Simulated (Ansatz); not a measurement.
# CH₄ClFOSn: up Jacob's ladder to CCSD(T)

One table from this session's results is given with a row withheld; the runs are named, their logs left out.

The runs use Ansatz 0.2.0, Gaussian basis; functionals in def2-TZVPP, the program's frozen cores in correlated methods.

Levels to be run: LDA (SPW92), PBE-D4, revPBE-D4, BLYP-D4, r2SCAN-D4, B97M-V, PBE0-D4, B3LYP-D4, r2SCANh-D4, r2SCAN0-D4, HSE06-D4, BHLYP-D4, CAM-B3LYP-D4, LC-ωPBE, ωB97X-V, ωB97M-V, B2PLYP, PBE-QIDH; CCSD(T)/def2-SVP; CCSD(T)/def2-TZVPP; MP2/def2-QZVPP; extrapolation to the limit; RPA on PBE.

## The geometry

The geometry comes from an earlier relaxation with PBE0-D4 in a triple-zeta def2 set; it is a stationary point, not always the lowest conformer. Sn takes the def2 core potential; no spin-orbit term is included.

SMILES `C[O][SnH]([F])[Cl]`, 9 atoms, charge 0, spin multiplicity 1.

Atoms are counted from 1 here; the program's logs count them from 0.

Bond lengths: C1–O2 1.416 Å, C1–H6 1.092 Å, C1–H7 1.095 Å, C1–H8 1.096 Å, O2–Sn3 1.931 Å, Sn3–F4 1.910 Å, Sn3–Cl5 2.305 Å, Sn3–H9 1.686 Å. Angles: O2–C1–H6 107.3°, O2–C1–H7 111.8°, O2–C1–H8 112.1°, H6–C1–H7 108.5°, H6–C1–H8 108.3°, H7–C1–H8 108.8°, C1–O2–Sn3 121.3°, O2–Sn3–F4 106.4°, O2–Sn3–Cl5 108.8°, O2–Sn3–H9 111.9°, F4–Sn3–Cl5 104.1°, F4–Sn3–H9 110.2°, Cl5–Sn3–H9 114.8°.

The first run:

Input file in.yaml:

```yaml
crystal:
  periodic: [false, false, false]
  atoms:
    - {symbol: C, position_ang: [0.646046, 0.982276, 0.914320]}
    - {symbol: O, position_ang: [0.919323, -0.254723, 0.282356]}
    - {symbol: Sn, position_ang: [-0.387727, -1.114885, -0.848998]}
    - {symbol: F, position_ang: [-1.899063, -1.483487, 0.258625]}
    - {symbol: Cl, position_ang: [-1.171826, 0.420270, -2.379025]}
    - {symbol: H, position_ang: [1.561319, 1.299327, 1.419013]}
    - {symbol: H, position_ang: [-0.148406, 0.889162, 1.662075]}
    - {symbol: H, position_ang: [0.363351, 1.758795, 0.194875]}
    - {symbol: H, position_ang: [0.205384, -2.543134, -1.520441]}
basis:
  gaussian: {orbitals: def2-TZVPP}
hamiltonian: {xc: lda}
output: {orbitals: {seedname: orbitals}}
```

Steps of the session up to this table: LDA; PBE-D4 (GGA); revPBE-D4 (GGA); BLYP-D4 (GGA); r2SCAN-D4 (meta-GGA); B97M-V (meta-GGA); PBE0-D4 (hybrid); B3LYP-D4 (hybrid); r2SCANh-D4 (hybrid); r2SCAN0-D4 (hybrid); HSE06-D4 (hybrid); BHLYP-D4 (hybrid); CAM-B3LYP-D4 (range-separated); LC-ωPBE-D4 (range-separated; the results give it without D4); ωB97X-V (range-separated); ωB97M-V (range-separated); B2PLYP (double hybrid); PBE-QIDH (double hybrid).

One table of the session follows, with a row left open; its other results are not shown here.

It belongs to the step «Frontier levels by functional». 

```
  functional  HOMO (eV)  LUMO (eV)  gap (eV)
 LDA (SPW92)      -7.01      -2.90      4.11
      PBE-D4      -6.87      -2.60      4.26
   revPBE-D4      -6.81      -2.49      4.31
     BLYP-D4      -6.78      -2.57      4.21
   r2SCAN-D4      -7.21      -2.35      4.86
      B97M-V      -7.34      -2.36      4.97
     PBE0-D4      -8.47      -1.63      6.84
    B3LYP-D4      -8.22      -1.97      6.25
  r2SCANh-D4      -7.81      -2.00      5.80
  r2SCAN0-D4      -8.71      -1.48      7.23
    HSE06-D4      -8.06      -2.00      6.05
    BHLYP-D4     -10.03      -0.64      9.39
CAM-B3LYP-D4      -9.94      -0.61      9.33
     LC-ωPBE     -11.29       0.71     12.00
     ωB97X-V     -10.96       0.57     11.53
     ωB97M-V          ?          ?         ?
```

Q: Estimate the row for ωB97M-V from the others.

As computed: HOMO (eV): -10.88; LUMO (eV): 0.41; gap (eV): 11.29. In the column «HOMO (eV)» it lies between ωB97X-V (-10.96) and BHLYP-D4 (-10.03).
